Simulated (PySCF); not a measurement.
# A diatomic session: MgGe+

An exercise on one series of results from a longer session: the logs are not shown, and one member is left open.

Computed with PySCF 2.14.0. Level: Mg def2-SVPD, Ge def2-SVPD, no relativity.

The first run:

The job is set up so:

```
atoms                         : Mg, Ge
charge                        : 1
basis                         : Mg def2-SVPD, Ge def2-SVPD
Hamiltonian                   : no relativity
basis functions               : 59
electrons treated             : 43
masses in u                   : 23.9850, 73.9212
levels                        : PBE0, PBE, r²SCAN, B2PLYP, r²SCAN0, TPSS, HSE06, HF, MP2, SCS-MP2, CCSD, CCSD(T)
grid                          : 80 radial by 434 angular points
occupations                   : held fixed by the projection of orbital angular momentum
dissociation limit            : Mg+ + Ge, each in its ground configuration
starting distance in angstrom : 2.615
values of 2S to try           : 1, 3
```

On the command line:

```bash
OMP_NUM_THREADS=1 python dia.py task.json out
```

Among the steps run: Set-up; The PBE0 curve of the state that the search chose; Other states along the same grid; PBE; r²SCAN (meta-GGA); B2PLYP (double hybrid); r²SCAN0 (hybrid meta-GGA); TPSS (meta-GGA); HSE06 (range-separated hybrid); UHF; Adding correlation.

One of the session's tables, all rows but one given; the rest of the session is left out.

It belongs to the step «The curves together». Energy (eV) from each level's lowest point:

| R (Å) | UHF | UHF-MP2 | UHF-SCS-MP2 | UHF-CCSD | UHF-CCSD(T) |
| --- | --- | --- | --- | --- | --- |
| 2.391 | 0.492 | 0.426 | 0.457 | n/a | n/a |
| 2.502 | 0.242 | 0.190 | 0.212 | 0.221 | 0.219 |
| 2.613 | 0.096 | 0.061 | 0.074 | 0.081 | 0.080 |
| 2.697 | 0.035 | 0.014 | 0.021 | 0.025 | 0.024 |
| 2.780 | 0.005 | 0.000 | 0.000 | 0.000 | 0.000 |
| 2.863 | 0.000 | 0.010 | 0.003 | 0.000 | 0.000 |
| 2.975 | ? | ? | ? | ? | ? |
| 3.114 | 0.078 | 0.131 | 0.105 | 0.093 | 0.093 |
| 3.280 | 0.175 | 0.254 | 0.215 | 0.200 | 0.198 |
| 3.503 | 0.327 | 0.437 | 0.383 | n/a | n/a |

Q: Estimate the row for R (Å) = 2.975 from the others.

Worked estimate for «UHF». A straight line through the neighbours (2.863, 0.000) and (3.114, 0.078) gives 0.000 + (0.078 − 0.000) × (2.975 − 2.863) / (3.114 − 2.863) = 0.035; a parabola fitted to 4 rows on both sides gives 0.024.

As computed: UHF: 0.021; UHF-MP2: 0.051; UHF-SCS-MP2: 0.035; UHF-CCSD: 0.028; UHF-CCSD(T): 0.028. In «UHF» the line misses by +0.014 and the parabola by +0.003.
